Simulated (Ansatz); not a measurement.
# GeNH₄ radical: a ladder of functionals and wavefunction methods

Aim: compute GeNH₄ radical with functionals from several rungs and with coupled cluster. The yardstick is the atomisation energy at the CCSD(T) limit.

Program: Ansatz 0.2.0, Gaussian basis. Level of theory: functionals in def2-TZVPP, the program's frozen cores in correlated methods. These are calculated values, not measurements.

Plan: LDA (SPW92), PBE-D4, revPBE-D4, BLYP-D4, r2SCAN-D4, B97M-V, PBE0-D4, B3LYP-D4, r2SCANh-D4, r2SCAN0-D4, HSE06-D4, BHLYP-D4, CAM-B3LYP-D4, LC-ωPBE, ωB97X-V, ωB97M-V, B2PLYP, PBE-QIDH; CCSD(T)/def2-SVP; CCSD(T)/def2-TZVPP; CCSD(T)/def2-QZVPP; extrapolation to the limit; RPA on PBE.

**1. The relaxed structure**

An earlier PBE0-D4 in a triple-zeta def2 set relaxation fixed the geometry.

SMILES `[NH][GeH3]`, 6 atoms, charge 0, spin multiplicity 2.

Atoms are counted from 1 here; the program's logs count them from 0.

Bond lengths: N1–Ge2 1.869 Å, N1–H3 1.026 Å, Ge2–H4 1.532 Å, Ge2–H5 1.541 Å, Ge2–H6 1.541 Å. Angles: Ge2–N1–H3 107.9°, N1–Ge2–H4 107.6°, N1–Ge2–H5 109.5°, N1–Ge2–H6 109.6°, H4–Ge2–H5 110.4°, H4–Ge2–H6 110.4°, H5–Ge2–H6 109.3°.

Coordinates:

```csv
atom,x (Å),y (Å),z (Å)
N1,0.4370,-1.3075,0.4829
Ge2,-0.2552,0.2591,-0.2661
H3,1.1815,-1.0421,1.1375
H4,-1.3692,-0.1445,-1.2379
H5,0.8642,1.0102,-1.0134
H6,-0.8164,1.1607,0.8508
```

**2. LDA**

This LDA is Slater exchange with PW92 correlation.

in.yaml reads:

```yaml
crystal:
  periodic: [false, false, false]
  atoms:
    - {symbol: N, position_ang: [0.437034, -1.307536, 0.482915]}
    - {symbol: Ge, position_ang: [-0.255153, 0.259107, -0.266129]}
    - {symbol: H, position_ang: [1.181481, -1.042066, 1.137482]}
    - {symbol: H, position_ang: [-1.369156, -0.144458, -1.237907]}
    - {symbol: H, position_ang: [0.864185, 1.010214, -1.013407]}
    - {symbol: H, position_ang: [-0.816391, 1.160738, 0.850844]}
basis:
  gaussian: {orbitals: def2-TZVPP}
magnetization: {spin_polarized: true, initial_magnetization: 1}
hamiltonian: {xc: lda}
output: {orbitals: {seedname: orbitals}}
```

Launch:

```bash
> ansatz run in.yaml --threads 2 --pin off --events-out ev --progress --plain --max-ram 32768MiB --backend cpu
```

Further steps of the session: PBE-D4 (GGA); revPBE-D4 (GGA); BLYP-D4 (GGA); r2SCAN-D4 (meta-GGA); B97M-V (meta-GGA); PBE0-D4 (hybrid); B3LYP-D4 (hybrid); r2SCANh-D4 (hybrid); r2SCAN0-D4 (hybrid); HSE06-D4 (hybrid); BHLYP-D4 (hybrid); CAM-B3LYP-D4 (range-separated); LC-ωPBE (range-separated); ωB97X-V (range-separated); ωB97M-V (range-separated); B2PLYP (double hybrid); PBE-QIDH (double hybrid); CCSD(T) in def2-SVP; CCSD(T) in def2-TZVPP; CCSD(T) in def2-QZVPP; RPA on PBE orbitals.

Before running them: what should the planned runs give, taken together? Wanted: atomisation energy, CCSD(T)/CBS; farthest beyond LDA; mean size of error, GGA; mean size of error, meta-GGA; mean size of error, hybrid; mean size of error, range-separated; mean size of error, double hybrid; gap, smallest and largest; T1 diagnostic.

The runs gave:

| quantity | value |
| --- | --- |
| atomisation energy, CCSD(T)/CBS | 1529.9 kJ/mol |
| functionals within 15.3 kJ/mol (1.0 %) | PBE-D4, BLYP-D4, r2SCAN-D4, B3LYP-D4, r2SCANh-D4, CAM-B3LYP-D4, ωB97M-V |
| farthest beyond LDA | PBE-QIDH (-34.3 kJ/mol) |
| mean size of error, GGA | 12.6 kJ/mol |
| mean size of error, meta-GGA | 13.7 kJ/mol |
| mean size of error, hybrid | 18.2 kJ/mol |
| mean size of error, range-separated | 14.2 kJ/mol |
| mean size of error, double hybrid | 26.7 kJ/mol |
| gap, smallest and largest | 1.36 eV (LDA (SPW92)), 10.37 eV (LC-ωPBE) |
| T1 diagnostic | 0.0135 |
| triples share of the correlation energy | 3.2 % |

**Reading.** The LDA atomisation energy is off by 207.8 kJ/mol (14 %): it overbinds. PBE-D4 is off by +6.7 kJ/mol. Double hybrids carry the basis error of their MP2 part in triple zeta, and no dispersion term here, so their miss is partly the set-up's. The rungs GGA, meta-GGA, range-separated miss on average by less than the doubt on the reference (15.3 kJ/mol), so they tie. Misses under about 15.3 kJ/mol are within the doubt on the reference itself, which lacks core-valence correlation, relativity and higher excitations, and its outer-core shells are covered unevenly. Hartree-Fock recovers 68 % of the binding; the rest is correlation. CCSD(T) in def2-SVP is off by -130.6 kJ/mol, which most functionals beat. Orbital gaps span 1.4 to 10.4 eV; exact exchange widens them. Correlated methods include outer-core shells of Ge, which these sets cover unevenly.
